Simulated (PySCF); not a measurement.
# CoO₂OH: relaxation and vibrations of the triplet

The task is one start of a wider search on CoO₂OH: the triplet, from a trigonal pyramidal start. It is relaxed, tested by its Hessian and followed downhill if it is a saddle.

Method: PBE0, basis Co def2-TZVP, O def2-TZVP, H def2-TZVP, no relativity, density fitting; program: PySCF 2.14.0.

## (1) The starting structure

5 atoms, charge 0, spin multiplicity 3.

Bond lengths: Co1–O2 1.600 Å, Co1–O3 1.600 Å, Co1–O4 1.740 Å, O4–H5 0.960 Å. Angles: O2–Co1–O3 99.8°, O2–Co1–O4 99.8°, O3–Co1–O4 99.7°, Co1–O4–H5 130.0°.

Coordinates in bohr (charge 0 multiplicity 3):
```
Co    0.0000    0.0000    0.0000
O     2.6696    0.0000    1.4196
O    -1.3349    2.3119    1.4196
O    -1.4517   -2.5143    1.5437
H    -3.1700   -2.7110    2.0912
```

## (2) The SCF at the typed geometry

The steps below are one call of a driver around PySCF. For each, scf.py gives the equivalent set-up of the SCF; relaxations use the driver's own optimiser. After this first run the driver tries any further starts and a stability analysis.

scf.py reads:

```python
from pyscf import gto, scf, dft
mol = gto.M(atom='''
Co     0.000000     0.000000     0.000000
O      1.412700     0.000000     0.751200
O     -0.706400     1.223400     0.751200
O     -0.768200    -1.330500     0.816900
H     -1.677500    -1.434600     1.106600''',
    basis={'Co': 'def2-TZVP', 'O': 'def2-TZVP', 'H': 'def2-TZVP'},
    charge=0, spin=2)
mf = dft.UKS(mol, xc='PBE0')
mf.grids.atom_grid = (50, 194)
aux = {'Co': 'def2-universal-JKFIT', 'O': 'def2-universal-JKFIT', 'H': 'def2-universal-JKFIT'}
mf = mf.density_fit(auxbasis=aux)
mf.conv_tol = 1e-08
mf.diis_space = 10
mf.max_cycle = 60
mf.init_guess = 'minao'
mf.verbose = 4
mf.kernel()
```

Started as:

```sh
> OMP_NUM_THREADS=4 python axn.py task.json out
```

The program printed, shortened:

```text
[... the frontier levels of the middle cycles are left out ...]
init E= -1607.64478066718
[... the frontier-level lines of each cycle are left out ...]
cycle= 1 E= -1591.16668803985  delta_E= 16.5  |g|= 5.69  |ddm|= 9.04
cycle= 2 E= -1515.23111637153  delta_E= 75.9  |g|= 16.9  |ddm|= 17.3
cycle= 3 E= -1576.26373262492  delta_E=  -61  |g|= 11.4  |ddm|= 8.92
cycle= 4 E= -1587.59885363485  delta_E= -11.3  |g|= 9.13  |ddm|= 3.63
cycle= 5 E= -1590.2667763447  delta_E= -2.67  |g|= 7.54  |ddm|=  3.8
cycle= 6 E= -1595.33307013909  delta_E= -5.07  |g|= 6.61  |ddm|= 3.49
cycle= 7 E= -1596.987997159  delta_E= -1.65  |g|= 5.82  |ddm|= 2.79
cycle= 8 E= -1598.23415458801  delta_E= -1.25  |g|= 5.19  |ddm|= 2.36
cycle= 9 E= -1600.4798942464  delta_E= -2.25  |g|= 4.77  |ddm|= 2.32
cycle= 10 E= -1603.83518783499  delta_E= -3.36  |g|= 4.01  |ddm|=  1.7
cycle= 11 E= -1605.58509863011  delta_E= -1.75  |g|= 3.39  |ddm|= 0.696
cycle= 12 E= -1588.76229306495  delta_E= 16.8  |g|= 6.08  |ddm|=   13
cycle= 13 E= -1604.83208989501  delta_E= -16.1  |g|= 3.79  |ddm|= 13.1
cycle= 14 E= -1604.99594704044  delta_E= -0.164  |g|= 3.68  |ddm|= 0.311
[... 46 cycles left out ...]
SCF not converged.
init E= -1607.64478066718
[... 20 cycles left out ...]
SCF not converged.
init E= -1608.50648576946
[... 16 cycles left out ...]
cycle= 17 E= -1608.51150895507  delta_E= -1.01e-05  |g|= 0.000849  |ddm|= 0.00845
cycle= 18 E= -1608.51151286054  delta_E= -3.91e-06  |g|= 0.000517  |ddm|= 0.00472
cycle= 19 E= -1608.51151634737  delta_E= -3.49e-06  |g|= 0.000663  |ddm|= 0.00506
cycle= 20 E= -1608.51151785428  delta_E= -1.51e-06  |g|= 0.000424  |ddm|= 0.00218
cycle= 21 E= -1608.5115193779  delta_E= -1.52e-06  |g|= 0.000355  |ddm|= 0.00271
cycle= 22 E= -1608.51152060578  delta_E= -1.23e-06  |g|= 0.000287  |ddm|= 0.0021
cycle= 23 E= -1608.51152147182  delta_E= -8.66e-07  |g|= 0.000306  |ddm|= 0.00177
cycle= 24 E= -1608.51152233219  delta_E= -8.6e-07  |g|= 0.000238  |ddm|= 0.00169
cycle= 25 E= -1608.51152368815  delta_E= -1.36e-06  |g|= 0.000256  |ddm|= 0.00286
cycle= 26 E= -1608.51152405402  delta_E= -3.66e-07  |g|= 0.000225  |ddm|= 0.000855
cycle= 27 E= -1608.51152538524  delta_E= -1.33e-06  |g|= 0.000257  |ddm|= 0.00328
cycle= 28 E= -1608.5115263242  delta_E= -9.39e-07  |g|= 0.000238  |ddm|= 0.00251
cycle= 29 E= -1608.51152790843  delta_E= -1.58e-06  |g|= 0.00042  |ddm|= 0.00521
cycle= 30 E= -1608.51152825898  delta_E= -3.51e-07  |g|= 0.000168  |ddm|= 0.00104
SCF not converged.
macro= 0  E= -1608.51152910626  delta_E= -8.47283e-07  |g|= 0.000167557  1 KF 5 JK
macro= 1  E= -1608.51153090384  delta_E= -1.79757e-06  |g|= 6.94464e-05  2 KF 13 JK
macro= 2  E= -1608.51153090383  delta_E= 2.50111e-12  |g|= 2.93612e-05  1 KF 2 JK
macro X = 3  E=-1608.51153090383  |g|= 2.93612e-05  total 5 KF 24 JK
converged SCF energy = -1608.51153090383  <S^2> = 2.30544  2S+1 = 3.1971487
```

This step, with its further starts and checks, ran for 1.7 min (4 threads of Intel Xeon Platinum 8259CL at 2.50GHz (Skylake/Cascade Lake), shared host).

Energies from each starting density:

| start | energy (Eh) |
| --- | --- |
| the minimal-basis guess | -1608.511531 |
| a thermally smeared density | -1608.511531 |
| a smeared PBE density | -1608.511531 |

Where DIIS stalls, the driver goes on with a level shift of 0.3 Eh and then with a second-order solver.

The test of internal stability and the other starts found no lower solution of this spin.

## (3) Trigonal pyramidal start, triplet: relaxation

The program finds C1 symmetry in the start. Threshold on the gradient: 0.0003 Eh/bohr, with a further test on the energy change.

scf.py: that of step 2 with these lines changed.

```diff
@@ -3,5 +3,5 @@
-Co     0.000000     0.000000     0.000000
-O      1.412700     0.000000     0.751200
-O     -0.706400     1.223400     0.751200
-O     -0.768200    -1.330500     0.816900
-H     -1.677500    -1.434600     1.106600''',
+Co     0.024838     0.029269    -0.354061
+O      1.437538     0.029269     0.397139
+O     -0.681562     1.252669     0.397139
+O     -0.743362    -1.301231     0.462839
+H     -1.652662    -1.405331     0.752539''',
@@ -17 +16,0 @@
-mf.init_guess = 'minao'
```

Steps of the walk (not every step is listed):

| step | energy (Eh) | change (kJ/mol) | largest gradient (Eh/bohr) |
| --- | --- | --- | --- |
| 0 | -1608.511531 | 0.00 | 0.07311 |
| 1 | -1608.536825 | -66.41 | 0.05933 |
| 2 | -1608.553963 | -111.40 | 0.03038 |
| 3 | -1608.557322 | -120.22 | 0.02182 |
| 4 | -1608.560101 | -127.52 | 0.01174 |
| 5 | -1608.561723 | -131.78 | 0.00764 |
| 6 | -1608.562083 | -132.72 | 0.00694 |
| 7 | -1608.562351 | -133.43 | 0.00269 |
| 8 | -1608.562578 | -134.02 | 0.00115 |
| 9 | -1608.562634 | -134.17 | 0.00152 |
| 10 | -1608.562646 | -134.20 | 0.00112 |
| 12 | -1608.562682 | -134.30 | 0.00154 |
| 14 | -1608.562769 | -134.53 | 0.00522 |
| 16 | -1608.563014 | -135.17 | 0.00402 |
| 18 | -1608.563179 | -135.60 | 0.00349 |
| 20 | -1608.563332 | -136.00 | 0.00274 |
| 22 | -1608.563465 | -136.35 | 0.00388 |
| 23 | -1608.563523 | -136.50 | 0.00286 |
| 24 | -1608.563544 | -136.56 | 0.00125 |
| 25 | -1608.563557 | -136.60 | 0.00143 |
| 26 | -1608.563566 | -136.62 | 0.00083 |
| 27 | -1608.563571 | -136.63 | 0.00057 |
| 28 | -1608.563572 | -136.63 | 0.00012 |

The walk took 3 min.

Positions (Å) and forces (eV/Å) along the way:

```
step 0
Co   0.025   0.029  -0.354   0.184   0.790   3.760
O    1.438   0.029   0.397  -0.066  -0.250  -1.412
O   -0.682   1.253   0.397  -0.351   0.089  -1.379
O   -0.743  -1.301   0.463   0.365  -1.509  -0.832
H   -1.653  -1.405   0.753  -0.133   0.879  -0.137
step 1
Co   0.037   0.044  -0.234  -0.179   0.353   3.050
O    1.497   0.013   0.368  -0.325  -0.046  -0.989
O   -0.744   1.297   0.351   0.132  -0.511  -1.097
O   -0.757  -1.390   0.380  -0.527  -0.353  -0.645
H   -1.648  -1.359   0.790   0.899   0.557  -0.319
step 14
Co   0.006   0.040   0.147   0.117  -0.058  -0.011
O    1.558   0.029   0.267   0.041   0.006   0.012
O   -0.720   1.416   0.183  -0.084   0.010  -0.007
O   -0.863  -1.433   0.211  -0.268   0.081   0.150
H   -1.595  -1.448   0.847   0.194  -0.039  -0.144
step 28
Co  -0.040   0.072   0.078   0.005  -0.001  -0.002
O    1.481  -0.050   0.402  -0.003  -0.005  -0.001
O   -0.670   1.499   0.107   0.000   0.000   0.003
O   -1.037  -1.312   0.103   0.000   0.007  -0.005
H   -1.349  -1.604   0.967  -0.003  -0.001   0.006
```

After 28 steps and 136.6 kJ/mol it ends at Cs: Co–O 1.560 Å (×2), Co–O 1.706 Å, O–H 0.964 Å; Co–O–H 116.7°, O–Co–O 117.5°, O–Co–O 120.3° (×2).

## (4) Vibrations and properties at this point

The point is checked on the finer grid, and tightened if its gradient asks for it. The Hessian and the dipole derivatives come from central differences of analytic gradients, with steps of 0.02 bohr.

scf.py: that of step 3 with these lines changed.

```diff
@@ -3,5 +3,5 @@
-Co     0.024838     0.029269    -0.354061
-O      1.437538     0.029269     0.397139
-O     -0.681562     1.252669     0.397139
-O     -0.743362    -1.301231     0.462839
-H     -1.652662    -1.405331     0.752539''',
+Co     0.028295     0.026961    -0.066938
+O      1.549715    -0.091416     0.258095
+O     -0.606284     1.451897    -0.031635
+O     -0.966729    -1.357867    -0.039166
+H     -1.286862    -1.642996     0.824275''',
@@ -11 +11 @@
-mf.grids.atom_grid = (50, 194)
+mf.grids.atom_grid = (75, 302)
@@ -14 +14 @@
-mf.conv_tol = 1e-08
+mf.conv_tol = 1e-10
```

This SCF starts from the last density.

Log of the central SCF (cycles and frontier levels):

```text
init E= -1608.56350614365
[... the frontier-level lines of each cycle are left out ...]
cycle= 1 E= -1608.56350614347  delta_E= 1.73e-10  |g|= 2.79e-05  |ddm|= 9.03e-06
cycle= 2 E= -1608.56350613647  delta_E= 7.01e-09  |g|= 0.000183  |ddm|= 5.4e-05
cycle= 3 E= -1608.56350614364  delta_E= -7.18e-09  |g|= 4.5e-06  |ddm|= 4.62e-05
cycle= 4 E= -1608.56350614366  delta_E= -1.5e-11  |g|= 1.26e-06  |ddm|= 2.4e-06
Extra cycle  E= -1608.56350614366  delta_E= 1.82e-12  |g|= 5e-06  |ddm|= 3.5e-06
converged SCF energy = -1608.56350614366  <S^2> = 2.0316112  2S+1 = 3.0210006
```

The whole step took 3.6 min.

Geometry: Cs; Co–O 1.560 Å (×2), Co–O 1.705 Å, O–H 0.964 Å; Co–O–H 116.6°, O–Co–O 117.5°, O–Co–O 120.3° (×2).

Harmonic modes (main isotopes):

| symmetry | ω (cm⁻¹) | IR (km/mol) | μ (u) |
| --- | --- | --- | --- |
| a'' | 179 | 57.0 | 1.27 |
| a' | 199 | 20.6 | 11.76 |
| a'' | 290 | 39.9 | 4.80 |
| a' | 336 | 1.1 | 17.24 |
| a' | 730 | 145 | 5.29 |
| a' | 771 | 34.3 | 1.27 |
| a'' | 956 | 68.8 | 20.25 |
| a' | 998 | 52.0 | 17.96 |
| a' | 3847 | 183 | 1.07 |

All wavenumbers are real: a minimum.

Constants and moments:

```
Dipole moment                                                   : 1.97 D
Highest occupied level                                          : -9.38 eV
Lowest empty level                                              : -4.79 eV
Rotational constants                                            : 0.2895, 0.2334, 0.1319 cm⁻¹
Zero-point energy                                               : 49.7 kJ/mol
Principal polarisabilities                                      : 23.1, 45.9, 48.1 bohr³
Atomisation energy without zero-point energy                    : 1364 kJ/mol
Principal traceless quadrupole moments about the centre of mass : -5.25, -3.36, 8.61 D Å
Entropy at 298.15 K and 1 bar (electronic part: spin only)      : 312.8 J/(mol K)
Heat capacity Cp at 298.15 K                                    : 72.1 J/(mol K)
Enthalpy at 298.15 K above 0 K                                  : 15.79 kJ/mol
Rotational symmetry number                                      : 1
Spin squared ⟨S²⟩                                               : 2.032
```

Charges (e) and bond orders:

```json
{"atom": "Co1", "Mulliken": "1.07", "Löwdin": "0.29", "polar tensor": "1.16", "spin (Mulliken)": "1.22", "Mayer order to Co1": "–"}
{"atom": "O2,3", "Mulliken": "-0.41", "Löwdin": "-0.13", "polar tensor": "-0.40", "spin (Mulliken)": "0.39", "Mayer order to Co1": "1.68"}
{"atom": "O4", "Mulliken": "-0.60", "Löwdin": "-0.21", "polar tensor": "-0.68", "spin (Mulliken)": "-0.01", "Mayer order to Co1": "0.95"}
{"atom": "H5", "Mulliken": "0.35", "Löwdin": "0.18", "polar tensor": "0.32", "spin (Mulliken)": "0.01", "Mayer order to Co1": "0.02"}
```

Mulliken populations on Co1: s 6.39, p 12.34, d 7.19, f 0.00.

## (5) What came out

```
                                          quantity                                                                                           value
                                           minimum                                                                                     triplet, Cs
                                          geometry  Co–O 1.560 Å (×2), Co–O 1.705 Å, O–H 0.964 Å; Co–O–H 116.6°, O–Co–O 117.5°, O–Co–O 120.3° (×2)
                                wavenumbers (cm⁻¹)    179 (a''), 199 (a'), 290 (a''), 336 (a'), 730 (a'), 771 (a'), 956 (a''), 998 (a'), 3847 (a')
                                     dipole moment                                                                                          1.97 D
highest occupied, lowest empty level (either spin)                                                                                 -9.38, -4.79 eV
                        polar-tensor charge of Co1                                                                                         +1.16 e
                                 zero-point energy                                                                                     49.7 kJ/mol
                               entropy at 298.15 K                                                                                 312.8 J/(mol K)
         atomisation energy (no zero-point energy)                                                                                     1364 kJ/mol
                                              ⟨S²⟩                                                                                           2.032
```

In words: From C1 at the start the molecule goes to a Cs minimum. The strongest infrared band lies at 3847 cm⁻¹ (a'). Most of the spin sits on Co1 (Mulliken spin 1.22, against 2 for the whole molecule). Only this shape and spin were tried, so other structures or states may lie lower. One determinant may miss the lowest occupation of an open d or f shell.

The search up to here took 8.3 min.
